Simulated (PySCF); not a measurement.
# The bond of MoH, level by level

One job finds the state of MoH, follows it along the bond with each method and fits the curves.

Computed with PySCF 2.14.0. Level: Mo def2-TZVPPD with ECP28, H def2-TZVPPD, scalar-relativistic core potentials.

## 1. Input

Settings of the job:

```yaml
atoms: Mo, H
charge: 0
basis: Mo def2-TZVPPD with ECP28, H def2-TZVPPD
Hamiltonian: scalar-relativistic core potentials
basis_functions: 73
electrons_treated: 15
masses_in_u: 97.9054, 1.0078
levels: PBE0, PBE, r²SCAN, TPSS, MN15, PBEsol, LDA, PW91, LC-ωPBE, HF, MP2, SCS-MP2, CCSD, CCSD(T)
grid: 80 radial by 434 angular points
occupations: held fixed by the projection of orbital angular momentum
dissociation_limit: Mo + H, each in its ground configuration
starting_distance_in_angstrom: 1.615
values_of_2S_to_try: 1, 3, 5, 7, 9
```

On the command line:

```
> OMP_NUM_THREADS=1 python dia.py task.json out
```

The runs that follow: PBE0 along the bond; Other states along the same grid; PBE (GGA); r²SCAN (meta-GGA); TPSS (meta-GGA); MN15; PBEsol (GGA); LDA (local density); PW91 (GGA); LC-ωPBE (range-separated hybrid); ROHF (mean field); Adding correlation.

Before running it: what results should come out? Wanted: for each run, Re; ωe; De; μ.

**Answer**, as computed:

Lowest PBE0 solution found, without spin–orbit coupling: ⁶Σ⁺ (sextet), unpaired electrons σ ↑, π ↑↑, δ ↑↑. State 2 has its PBE0 minimum 1.54 eV higher, as a spin-mixed determinant (⟨S²⟩ = 4.76), so this is no gap between pure states. State 3 has its PBE0 minimum 1.60 eV higher, as a spin-mixed determinant (⟨S²⟩ = 4.77), so this is no gap between pure states. State 4 has its PBE0 minimum 2.00 eV higher, as a spin-mixed determinant (⟨S²⟩ = 2.76), so this is no gap between pure states. The other levels ran on the lowest alone.

| level | Re (Å) | ωe (cm⁻¹) | De (eV) | μ (D) |
| --- | --- | --- | --- | --- |
| ROHF | 1.765 | 1673 | 1.07 | -3.74 |
| ROHF-MP2 | 1.689 | 1875 | 2.17 | n/a |
| ROHF-SCS-MP2 | 1.700 | 1848 | 2.44 | n/a |
| ROHF-CCSD | 1.720 | 1774 | 2.35 | n/a |
| ROHF-CCSD(T) | 1.718 | 1780 | 2.43 | n/a |
| LDA | 1.702 | 1819 | 2.92 | -2.16 |
| PBE | 1.713 | 1774 | 2.53 | -2.28 |
| PBEsol | 1.707 | 1798 | 2.64 | -2.24 |
| PW91 | 1.712 | 1780 | 2.56 | -2.27 |
| TPSS | 1.721 | 1786 | 2.71 | -2.43 |
| r²SCAN | 1.715 | 1774 | 2.42 | -2.44 |
| PBE0 | 1.715 | 1774 | 2.38 | -2.62 |
| MN15 | 1.702 | 1840 | 2.70 | -2.84 |
| LC-ωPBE | 1.723 | 1775 | 2.42 | -3.13 |

De is counted to Mo + H in their ground configurations. A positive dipole means Mo(−)H(+).

Differences from CCSD(T) in the same basis:

| level | Re (mÅ) | ωe (%) |
| --- | --- | --- |
| ROHF | +47 | -6.0 |
| ROHF-MP2 | -29 | +5.3 |
| ROHF-SCS-MP2 | -18 | +3.8 |
| ROHF-CCSD | +3 | -0.4 |
| LDA | -15 | +2.2 |
| PBE | -5 | -0.3 |
| PBEsol | -11 | +1.0 |
| PW91 | -6 | 0.0 |
| TPSS | +3 | +0.3 |
| r²SCAN | -3 | -0.3 |
| PBE0 | -3 | -0.4 |
| MN15 | -16 | +3.4 |
| LC-ωPBE | +5 | -0.3 |

Judged by CCSD(T) in the same basis: best bond length ROHF-CCSD and TPSS and r²SCAN (3 mÅ off), worst ROHF (+47 mÅ); best wavenumber PW91 (0.0 %), worst ROHF (-6.0 %). Among the levels with a De in the table, it runs from 1.07 eV (ROHF) to 2.92 eV (LDA).

The state is the lowest single determinant that the PBE0 search found; with open d or f shells the true ground state can be another one. Spin–orbit coupling is left out.
